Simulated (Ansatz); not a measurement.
# K: the cost of one run

Method: DFT r2SCAN, scalar-relativistic, plane waves, PAW, in Ansatz 0.2.0.

### Step 1. The starting structure

It takes space group I4_1/amd (No. 141, tetragonal). The conventional cell has a = 8.321 Å, b = 8.321 Å, c = 4.539 Å, α = 90.00°, β = 90.00°, γ = 90.00°. Around K (site symmetry -4m2) lie 4 K at 4.31 Å.

As a file:

```
CELL_PARAMETERS angstrom
-4.16025 4.16025 2.26949
4.16025 -4.16025 2.26949
4.16025 4.16025 -2.26949
ATOMIC_POSITIONS crystal
K 0.00000 0.00000 0.00000
K 0.75000 0.25000 0.50000
```

This is candidate A: beta-tin type (I4_1/amd, No. 141).

(A quick probe on a coarse mesh, which set the mesh and smearing, is not shown.)

### Step 3. Relaxing cell and atoms (candidate A)

Input file input.yaml:

```yaml
crystal:
  lattice:
    - [-4.1602502117, 4.1602502117, 2.2694932864]
    - [4.1602502117, -4.1602502117, 2.2694932864]
    - [4.1602502117, 4.1602502117, -2.2694932864]
  atoms:
    - { symbol: K, position: [0.0, 0.0, 0.0] }
    - { symbol: K, position: [0.75, 0.25, 0.5] }
basis:
  ecutwfc: 500
kpoints:
  mp_grid: { grid: [14, 14, 14] }
hamiltonian:
  xc: r2scan
scf:
  occupations: { method: gaussian, width: 0.1 }
output:
  forces: true
  stress: true
  eigenvalues: true
relax:
  adjacent_minimum: "off"
  f_tol: 0.01
  max_steps: 80
  cell: { stress_tol: 0.05 }
```

Q: Estimate wall time and peak memory on 1 thread of an x86-64 CPU, shared host.

About 61 s, with a peak of 1.3 GiB.
